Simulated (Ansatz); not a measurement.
# GaSiH₅: ionisation energy by level of theory

The task here is to estimate one member of a computed series from the others.

Method: unrestricted cation, the program's frozen cores in correlated methods; program: Ansatz 0.2.0, Gaussian basis.

Levels to be run: UKS PBE-D4/def2-TZVPP; UKS r2SCAN-D4/def2-TZVPP; UKS PBE0-D4/def2-TZVPP; UKS B3LYP-D4/def2-TZVPP; UKS wB97X-V/def2-TZVPP; UKS wB97M-V/def2-TZVPP; UKS B2PLYP/def2-TZVPP; UHF-CCSD(T)/def2-TZVPP; UHF-MP2/def2-QZVPP; extrapolation to the limit; then −ε(HOMO) from the neutral's earlier runs with LDA (SPW92), PBE-D4, revPBE-D4, BLYP-D4, r2SCAN-D4, B97M-V, PBE0-D4, B3LYP-D4, r2SCANh-D4, r2SCAN0-D4, HSE06-D4, BHLYP-D4, CAM-B3LYP-D4, LC-ωPBE, ωB97X-V, ωB97M-V.

### Structure used throughout

The geometry comes from an earlier relaxation with PBE0-D4 in a triple-zeta def2 set; it is a stationary point, not always the lowest conformer.

SMILES `[SiH3][GaH2]`, 7 atoms, charge 0, spin multiplicity 1.

Atoms are counted from 1 here; the program's logs count them from 0.

Bond lengths: Si1–Ga2 2.414 Å, Si1–H3 1.490 Å, Si1–H4 1.489 Å, Si1–H5 1.492 Å, Ga2–H6 1.573 Å, Ga2–H7 1.573 Å. Angles: Ga2–Si1–H3 111.6°, Ga2–Si1–H4 113.0°, Ga2–Si1–H5 109.0°, H3–Si1–H4 108.1°, H3–Si1–H5 107.4°, H4–Si1–H5 107.6°, Si1–Ga2–H6 120.2°, Si1–Ga2–H7 121.6°, H6–Ga2–H7 118.2°.

As a file:

```csv
atom,x (Å),y (Å),z (Å)
Si1,-0.75088,-0.47685,-0.52934
Ga2,1.01166,0.60199,0.71875
H3,-1.94545,-0.73598,0.32258
H4,-0.32630,-1.76819,-1.13614
H5,-1.18151,0.42398,-1.63845
H6,0.67163,1.74936,1.73985
H7,2.52086,0.20569,0.52274
```

The first run:

The input, in.yaml:

```yaml
crystal:
  periodic: [false, false, false]
  atoms:
    - {symbol: Si, position_ang: [-0.750879, -0.476848, -0.529341]}
    - {symbol: Ga, position_ang: [1.011658, 0.601987, 0.718753]}
    - {symbol: H, position_ang: [-1.945445, -0.735977, 0.322578]}
    - {symbol: H, position_ang: [-0.326303, -1.768190, -1.136145]}
    - {symbol: H, position_ang: [-1.181506, 0.423978, -1.638447]}
    - {symbol: H, position_ang: [0.671627, 1.749357, 1.739853]}
    - {symbol: H, position_ang: [2.520856, 0.205693, 0.522739]}
basis:
  gaussian: {orbitals: def2-TZVPP}
total_charge: 1
magnetization: {spin_polarized: true, initial_magnetization: 1}
hamiltonian: {xc: pbe, dispersion: d4}
```

Steps of the session up to this table: Cation, UKS PBE-D4/def2-TZVPP; Cation, UKS r2SCAN-D4/def2-TZVPP; Cation, UKS PBE0-D4/def2-TZVPP; Cation, UKS B3LYP-D4/def2-TZVPP; Cation, UKS wB97X-V/def2-TZVPP; Cation, UKS wB97M-V/def2-TZVPP; Cation, UKS B2PLYP (frozen core)/def2-TZVPP; Cation, UHF-CCSD(T)/def2-TZVPP; Cation, UHF-MP2/def2-QZVPP.

One of the session's tables, all rows but one given; the rest of the session is left out.

It belongs to the step «Ionisation energies side by side». Orbital estimates, from the neutral's runs:

```
  functional  −ε(HOMO) (eV)
 LDA (SPW92)           6.67
      PBE-D4           6.58
   revPBE-D4           6.54
     BLYP-D4           6.44
   r2SCAN-D4           6.83
      B97M-V              ?
     PBE0-D4           7.64
    B3LYP-D4           7.45
  r2SCANh-D4           7.22
  r2SCAN0-D4           7.80
    HSE06-D4           7.25
    BHLYP-D4           8.59
CAM-B3LYP-D4           8.89
     LC-ωPBE          10.20
     ωB97X-V           9.87
     ωB97M-V           9.66
```

Estimate the missing values for B97M-V.

As computed: −ε(HOMO) (eV): 6.94. In the column «−ε(HOMO) (eV)» it lies between r2SCAN-D4 (6.83) and r2SCANh-D4 (7.22).
